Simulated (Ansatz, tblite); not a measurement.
# The cluster Nb5H11O18: a ladder of methods and basis sets

Aim: run the singlet of the cluster Nb5H11O18 at one geometry on many levels, and compare frontier levels, spin and run time.

Computed with Ansatz 0.2.0, Gaussian basis. Level: as each input shows.

Plan: GFN1-xTB, GFN2-xTB, PBE-D4/def2-TZVP, r2SCAN-D4/def2-TZVP, BHLYP-D4/def2-TZVP, revPBE-D4/def2-TZVP, r2SCANh-D4/def2-TZVP, PBE-D4/def2-SVP, PBE0-D4/def2-SVP, MP2/def2-SVP, RPA/def2-SVP.

1 further run of the same task is left out (set aside as unsound or not needed).

**1. The geometry**

The geometry is that of the singlet, from an earlier relaxation (PBE-D4/def2-SVP).

34 atoms, charge 0, spin multiplicity 1.

Bond lengths: Nb1–O7 1.995 Å, Nb1–O9 2.238 Å, Nb1–O16 1.862 Å, Nb1–O21 1.908 Å, Nb1–O22 2.381 Å, Nb1–O23 1.912 Å, Nb2–O9 2.525 Å, Nb2–O11 2.135 Å, Nb2–O12 1.881 Å, Nb2–O13 2.039 Å, Nb2–O14 1.867 Å, Nb2–O19 1.881 Å, Nb3–O17 1.955 Å, Nb3–O18 1.722 Å, Nb3–O21 1.964 Å, Nb3–O22 1.876 Å, Nb4–O6 1.901 Å, Nb4–O7 1.916 Å and more. Angles: O7–Nb1–O9 70.8°, O7–Nb1–O16 94.2°, O7–Nb1–O21 96.3°, O7–Nb1–O22 71.8°, O7–Nb1–O23 148.6°, O9–Nb1–O16 98.8°, O9–Nb1–O21 146.5°, O9–Nb1–O22 70.4°, O9–Nb1–O23 79.2°, O16–Nb1–O21 113.2°, O16–Nb1–O22 164.3°, O16–Nb1–O23 99.4°, O21–Nb1–O22 76.2°, O21–Nb1–O23 104.0°, O22–Nb1–O23 89.9°, O9–Nb2–O11 77.6°, O9–Nb2–O12 177.9°, O9–Nb2–O13 80.6° and more.

Nb takes a core potential in the def2 sets. No spin-orbit coupling is included.

PBE0-D4/def2-TZVP was run before; its log isn't repeated, and its numbers join the tables.

**2. GFN1-xTB**

Tight binding, by tblite at 300 K electronic temperature and without a spin-polarisation term:

```python
tblite.interface.Calculator('GFN1-xTB', numbers, positions, charge=0, uhf=0).singlepoint()
```

Energy -2738.7304 eV, HOMO -10.60 eV, LUMO -8.02 eV; 0.1 s.

**3. GFN2-xTB**

Tight binding, by tblite at 300 K electronic temperature and without a spin-polarisation term:

```python
tblite.interface.Calculator('GFN2-xTB', numbers, positions, charge=0, uhf=0).singlepoint()
```

Energy -2404.0166 eV, HOMO -13.13 eV, LUMO -10.36 eV; 0.25 s.

**4. PBE-D4/def2-TZVP**

start.molden holds the orbitals of an earlier run on this state, given as this run's starting guess.

The input, in.yaml:

```yaml
crystal:
  periodic: [false, false, false]
  atoms:
    - {symbol: Nb, position_ang: [1.335552, 1.090779, -0.356520]}
    - {symbol: Nb, position_ang: [-1.852177, 0.680627, 2.166942]}
    - {symbol: Nb, position_ang: [2.851835, -0.433718, -2.521667]}
    - {symbol: Nb, position_ang: [-0.704300, -0.847499, -1.757630]}
    - {symbol: Nb, position_ang: [1.048406, -0.468837, 2.697084]}
    - {symbol: O, position_ang: [-0.770126, -2.541850, -0.899173]}
    - {symbol: O, position_ang: [-0.046390, 0.952270, -1.788226]}
    - {symbol: O, position_ang: [-0.369475, -1.240223, -3.561247]}
    - {symbol: O, position_ang: [-0.336706, -0.214603, 0.357094]}
    - {symbol: O, position_ang: [-2.611841, -0.449853, -1.650421]}
    - {symbol: O, position_ang: [0.057138, 1.436359, 2.752545]}
    - {symbol: O, position_ang: [-2.954738, 1.300125, 3.559577]}
    - {symbol: O, position_ang: [-1.638364, 2.370859, 1.046885]}
    - {symbol: O, position_ang: [-3.104758, -0.050044, 0.990465]}
    - {symbol: O, position_ang: [0.973677, -2.163250, 1.639619]}
    - {symbol: O, position_ang: [0.710797, 2.726294, 0.277756]}
    - {symbol: O, position_ang: [2.178238, -0.490923, -4.356533]}
    - {symbol: O, position_ang: [4.323519, -1.306126, -2.324019]}
    - {symbol: O, position_ang: [-0.933715, -0.741981, 2.985072]}
    - {symbol: O, position_ang: [2.037273, -0.653938, 4.088584]}
    - {symbol: O, position_ang: [2.832233, 1.259857, -1.527092]}
    - {symbol: O, position_ang: [1.517460, -1.059912, -1.361201]}
    - {symbol: O, position_ang: [2.088203, 0.396784, 1.258172]}
    - {symbol: H, position_ang: [-0.323887, -2.890007, -0.097294]}
    - {symbol: H, position_ang: [2.628247, -0.863184, -5.137857]}
    - {symbol: H, position_ang: [0.393798, -0.958692, -4.132701]}
    - {symbol: H, position_ang: [0.009239, -1.102537, 0.686317]}
    - {symbol: H, position_ang: [-3.026772, 0.265072, -2.168597]}
    - {symbol: H, position_ang: [0.457140, 2.207631, 2.292153]}
    - {symbol: H, position_ang: [-2.799977, 1.296383, 4.521709]}
    - {symbol: H, position_ang: [-2.392727, 2.595326, 0.470483]}
    - {symbol: H, position_ang: [-3.063981, -0.310494, 0.023570]}
    - {symbol: H, position_ang: [1.800748, -2.561428, 1.305417]}
    - {symbol: H, position_ang: [-0.313567, 2.770722, 0.520743]}
basis:
  gaussian: {orbitals: def2-TZVP, fitting: {mean_field: def2-universal-jkfit}, initial_orbitals: start.molden}
hamiltonian: {xc: pbe, dispersion: d4}
scf: {omitted_lower_state_checks: [starts]}
output: {orbitals: {seedname: orbitals}}
```

The run is started by

```bash
> ansatz run in.yaml --threads 2 --pin off --events-out ev --progress --plain --max-ram 31744MiB --backend cuda --devices 0, --max-vram 18GiB
```

The runs that follow: r2SCAN-D4/def2-TZVP; BHLYP-D4/def2-TZVP; revPBE-D4/def2-TZVP; r2SCANh-D4/def2-TZVP; PBE-D4/def2-SVP; PBE0-D4/def2-SVP; MP2/def2-SVP; RPA/def2-SVP.

Q: Predict the results of all the runs planned. Wanted: gap in def2-TZVP, named functionals, smallest and largest; correlation energy, MP2/def2-SVP; binding an atom, functionals in def2-TZVP; PBE0 total energy, smallest basis above largest.

As calculated:

| quantity | value |
| --- | --- |
| gap in def2-TZVP, named functionals, smallest and largest | 3.69 eV (PBE-D4), 8.45 eV (BHLYP-D4) |
| correlation energy, MP2/def2-SVP | -141.86 eV |
| binding an atom, functionals in def2-TZVP | 4.55 (BHLYP-D4) to 5.15 eV (PBE-D4) |
| PBE0 total energy, smallest basis above largest | 45.46 eV (def2-SVP, def2-TZVP) |

What this shows: Over the named functionals in def2-TZVP the gap runs from 3.69 eV (PBE-D4) to 8.45 eV (BHLYP-D4); exact exchange widens it.
